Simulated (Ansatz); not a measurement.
**Si2H6S: geometry optimisation**

The task: find the minimum of Si2H6S nearest to the start.

Computed with Ansatz 0.2.0. Level: RKS PBE-D4/def2-SVP.

1 further run of the same task is left out (set aside as unsound or not needed).

### Step 1. Where the work starts

SMILES `[SiH3][SiH2]S`, 9 atoms, charge 0, spin multiplicity 1.

Atoms are counted from 1 here; the program's logs count them from 0.

Bond lengths: Si1–Si2 2.351 Å, Si1–H4 1.504 Å, Si1–H5 1.506 Å, Si1–H6 1.504 Å, Si2–S3 2.168 Å, Si2–H7 1.508 Å, Si2–H8 1.508 Å, S3–H9 1.365 Å. Angles: Si2–Si1–H4 110.1°, Si2–Si1–H5 109.4°, Si2–Si1–H6 110.0°, H4–Si1–H5 109.0°, H4–Si1–H6 109.3°, H5–Si1–H6 109.0°, Si1–Si2–S3 105.6°, Si1–Si2–H7 110.3°, Si1–Si2–H8 110.2°, S3–Si2–H7 111.7°, S3–Si2–H8 111.6°, H7–Si2–H8 107.5°, Si2–S3–H9 95.3°.

As a file:

```xyz
9
H6SSi2
Si   -0.2054    1.2064   -0.9521
Si    0.4303   -0.7265    0.2252
S    -0.9311   -0.8569    1.9072
H    -1.6320    1.0840   -1.4138
H     0.6866    1.3755   -2.1534
H    -0.0716    2.4162   -0.0679
H     0.3310   -1.9380   -0.6668
H     1.8637   -0.6132    0.6789
H    -0.3831   -1.9940    2.4255
```

### Step 2. Relaxation

input.yaml reads:

```yaml
crystal:
  periodic: [false, false, false]
  atoms:
    - { symbol: Si, position_ang: [-0.205443, 1.206406, -0.952076] }
    - { symbol: Si, position_ang: [0.430341, -0.726513, 0.225228] }
    - { symbol: S, position_ang: [-0.931149, -0.85685, 1.907195] }
    - { symbol: H, position_ang: [-1.631982, 1.084039, -1.413815] }
    - { symbol: H, position_ang: [0.686587, 1.375456, -2.153382] }
    - { symbol: H, position_ang: [-0.071617, 2.416182, -0.067914] }
    - { symbol: H, position_ang: [0.331024, -1.937973, -0.666772] }
    - { symbol: H, position_ang: [1.8637, -0.613167, 0.678852] }
    - { symbol: H, position_ang: [-0.383062, -1.99398, 2.425484] }
basis:
  gaussian: { orbitals: def2-SVP }
hamiltonian:
  xc: pbe
  dispersion: d4
output:
  forces: true
relax:
  f_tol: 0.003
  max_steps: 120
```

The run is started by

```
$ ansatz run input.yaml --threads 1 --pin off --max-ram 2560MiB --backend cpu --events-out ev --progress --plain --runs-dir out
```

What it wrote, shortened:

```text
Warning: RAYON_NUM_THREADS=1 ignored (pool sized by the plan → 1); use --threads N
[...]
Functional definition: PBE
[...]
945 factors; their error is unknown
[...]
mean field -26667.14304419 eV, -979.9994312354 hartree, gradient 7.4e-6 eV, S^2 0.000000; 0 other end points of the search recorded, 0 dependent functions left out
[...]
reference -26667.14307979 eV, -979.9994325434 hartree; 25, 25 occupied and 59, 59 virtual orbitals, 945 factors
relax step   1: F+E_penalty+E_count = -26667.34648304 eV  Δ(F+E_penalty+E_count) = +0.000e0 eV  max|allowed force component| = 1.983e-2 eV/Å  Δτ_max = 0.0000 Å  (23 SCF iters, accepted)
[...]
relax step   2: F+E_penalty+E_count = -26667.34650918 eV  Δ(F+E_penalty+E_count) = -2.613e-5 eV  max|allowed force component| = 8.688e-3 eV/Å  Δτ_max = 0.0042 Å  (21 SCF iters, accepted)
[...]
relax step   3: F+E_penalty+E_count = -26667.34652054 eV  Δ(F+E_penalty+E_count) = -1.136e-5 eV  max|allowed force component| = 2.448e-3 eV/Å  Δτ_max = 0.0026 Å  (20 SCF iters, accepted)
945 factors; their error is unknown
[...]
mean field -26667.14310177 eV, -979.9994333512 hartree, gradient 1.2e-5 eV, S^2 0.000000; 1 other end points of the search recorded, 0 dependent functions left out
[...]
reference -26667.14313736 eV, -979.9994346592 hartree; 25, 25 occupied and 59, 59 virtual orbitals, 945 factors
Total energy: -26667.34655613 eV, -980.0069101612 hartree
Atom 0 at    -0.204239     1.206332    -0.953141 Å, force    -0.001061     0.000501     0.000186 eV/Å
Atom 1 at     0.431052    -0.726617     0.225235 Å, force     0.002258    -0.002448    -0.000180 eV/Å
Atom 2 at    -0.931561    -0.855668     1.907837 Å, force    -0.000259     0.000197     0.001855 eV/Å
Atom 3 at    -1.631547     1.083440    -1.412404 Å, force    -0.000290    -0.000717    -0.000434 eV/Å
Atom 4 at     0.685773     1.378292    -2.155410 Å, force    -0.000288    -0.000552     0.001187 eV/Å
Atom 5 at    -0.072665     2.415387    -0.067670 Å, force     0.000469     0.000074     0.000411 eV/Å
Atom 6 at     0.330223    -1.939609    -0.664619 Å, force     0.000633     0.000883    -0.000847 eV/Å
Atom 7 at     1.863976    -0.614504     0.680691 Å, force     0.000170     0.000310    -0.001085 eV/Å
Atom 8 at    -0.382613    -1.993453     2.422281 Å, force    -0.001633     0.001753    -0.001093 eV/Å
Dipole moment:     0.154283    -0.129202    -0.045728 e Å
```

Wall time 16 s (1 thread of Intel Xeon at 2.50GHz (Skylake/Cascade Lake), shared host); peak memory 0.13 GiB.

Relaxation path:

```csv
step,energy from step 1 (eV),largest force component (eV/Å)
1,0.0000,0.0198
2,0.0000,0.0087
3,0.0000,0.0024
```

Close pairs (by a distance rule), those that changed most:

```
   bond  before (Å)  after (Å)  change (Å)
 Si2–S3       2.168      2.169      +0.001
  S3–H9       1.365      1.364      -0.001
Si1–Si2       2.351      2.351      +0.000
 Si1–H5       1.506      1.506      -0.000
 Si2–H7       1.508      1.508      +0.000
 Si2–H8       1.508      1.508      +0.000
 Si1–H4       1.504      1.504      +0.000
 Si1–H6       1.504      1.504      -0.000
```

### Step 3. Outcome

| quantity | value |
| --- | --- |
| energy gained | 0.0000 eV |
| root mean square move | 0.002 Å |
| dipole moment | 0.99 D |

Bond lengths: Si1–Si2 2.351 Å, Si1–H4 1.504 Å, Si1–H5 1.506 Å, Si1–H6 1.504 Å, Si2–S3 2.169 Å, Si2–H7 1.508 Å, Si2–H8 1.508 Å, S3–H9 1.364 Å. Angles: Si2–Si1–H4 110.0°, Si2–Si1–H5 109.5°, Si2–Si1–H6 110.0°, H4–Si1–H5 109.0°, H4–Si1–H6 109.2°, H5–Si1–H6 109.1°, Si1–Si2–S3 105.5°, Si1–Si2–H7 110.3°, Si1–Si2–H8 110.3°, S3–Si2–H7 111.6°, S3–Si2–H8 111.5°, H7–Si2–H8 107.6°, Si2–S3–H9 95.1°. No frequencies were computed here.
